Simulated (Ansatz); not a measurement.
# C2H5BOSi: one species, many methods

One table from this session's results is given with a row withheld; the runs are named, their logs left out.

Computed with Ansatz 0.2.0, Gaussian basis. Level: functionals in def2-TZVPP, the program's frozen cores in correlated methods.

Plan: LDA (SPW92), PBE-D4, revPBE-D4, BLYP-D4, r2SCAN-D4, B97M-V, PBE0-D4, B3LYP-D4, r2SCANh-D4, r2SCAN0-D4, HSE06-D4, BHLYP-D4, CAM-B3LYP-D4, LC-ωPBE, ωB97X-V, ωB97M-V, B2PLYP, PBE-QIDH; CCSD(T)/def2-SVP; MP2/def2-TZVPP; MP2/def2-QZVPP; RPA on PBE.

1 further run of the same task is left out (it didn't finish).

## The geometry

An earlier PBE0-D4 in a triple-zeta def2 set relaxation fixed the geometry.

SMILES `BOC1=C[SiH2]1`, 10 atoms, charge 0, spin multiplicity 1.

Atoms are counted from 1 here; the program's logs count them from 0.

Bond lengths: B1–O2 1.359 Å, B1–H6 1.193 Å, B1–H7 1.196 Å, O2–C3 1.354 Å, C3–C4 1.330 Å, C3–Si5 1.798 Å, C4–Si5 1.820 Å, C4–H8 1.082 Å, Si5–H9 1.484 Å, Si5–H10 1.484 Å. Angles: O2–B1–H6 115.8°, O2–B1–H7 120.6°, H6–B1–H7 123.6°, B1–O2–C3 122.0°, O2–C3–C4 138.6°, O2–C3–Si5 152.0°, C4–C3–Si5 69.3°, C3–C4–Si5 67.6°, C3–C4–H8 138.3°, Si5–C4–H8 154.2°, C3–Si5–C4 43.1°, C3–Si5–H9 122.1°, C3–Si5–H10 122.1°, C4–Si5–H9 121.7°, C4–Si5–H10 121.7°, H9–Si5–H10 110.7°.

Set-up of the first run:

Contents of in.yaml:

```yaml
crystal:
  periodic: [false, false, false]
  atoms:
    - {symbol: B, position_ang: [-1.792661, 1.206579, 0.399471]}
    - {symbol: O, position_ang: [-0.473738, 1.281651, 0.078807]}
    - {symbol: C, position_ang: [0.290872, 0.174937, -0.073360]}
    - {symbol: C, position_ang: [0.159077, -1.146660, -0.004630]}
    - {symbol: Si, position_ang: [1.855516, -0.638319, -0.425666]}
    - {symbol: H, position_ang: [-2.361157, 2.250307, 0.505990]}
    - {symbol: H, position_ang: [-2.321052, 0.144932, 0.558401]}
    - {symbol: H, position_ang: [-0.617533, -1.870660, 0.201919]}
    - {symbol: H, position_ang: [2.387364, -0.760290, -1.805576]}
    - {symbol: H, position_ang: [2.956413, -0.693676, 0.567744]}
basis:
  gaussian: {orbitals: def2-TZVPP}
hamiltonian: {xc: lda}
output: {orbitals: {seedname: orbitals}}
```

Run with:

```sh
> ansatz run in.yaml --threads 2 --pin off --events-out ev --progress --plain --max-ram 4352MiB
```

Steps of the session up to this table: LDA; PBE-D4 (GGA); revPBE-D4 (GGA); BLYP-D4 (GGA); r2SCAN-D4 (meta-GGA); B97M-V (meta-GGA); PBE0-D4 (hybrid); B3LYP-D4 (hybrid); r2SCANh-D4 (hybrid); r2SCAN0-D4 (hybrid); HSE06-D4 (hybrid); BHLYP-D4 (hybrid); CAM-B3LYP-D4 (range-separated); LC-ωPBE (range-separated); ωB97X-V (range-separated); ωB97M-V (range-separated); B2PLYP (double hybrid); PBE-QIDH (double hybrid).

One table of the session follows, with a row left open; its other results are not shown here.

It belongs to the step «Frontier levels by functional». 

| functional | HOMO (eV) | gap (eV) |
| --- | --- | --- |
| LDA (SPW92) | -6.86 | 4.31 |
| PBE-D4 | -6.73 | 4.46 |
| revPBE-D4 | -6.67 | 4.52 |
| BLYP-D4 | -6.55 | 4.44 |
| r2SCAN-D4 | -6.91 | 5.01 |
| B97M-V | -6.96 | 4.99 |
| PBE0-D4 | -7.81 | 6.59 |
| B3LYP-D4 | -7.58 | 6.13 |
| r2SCANh-D4 | ? | ? |
| r2SCAN0-D4 | -7.94 | 6.94 |
| HSE06-D4 | -7.41 | 5.81 |
| BHLYP-D4 | -8.73 | 8.59 |
| CAM-B3LYP-D4 | -9.08 | 8.97 |
| LC-ωPBE | -10.46 | 11.55 |
| ωB97X-V | -10.07 | 11.07 |
| ωB97M-V | -9.98 | 10.72 |

**Question.** Estimate the row for r2SCANh-D4.

Worked estimate for «HOMO (eV)». Against the share of exact exchange, r2SCAN-D4 (0, -6.91), r2SCAN0-D4 (0.25, -7.94) give a slope of -4.12 per unit share; at 0.1 the line stands at -7.32.

**Answer.** HOMO (eV): -7.32; gap (eV): 5.79. In «HOMO (eV)» the line misses by 0.00.
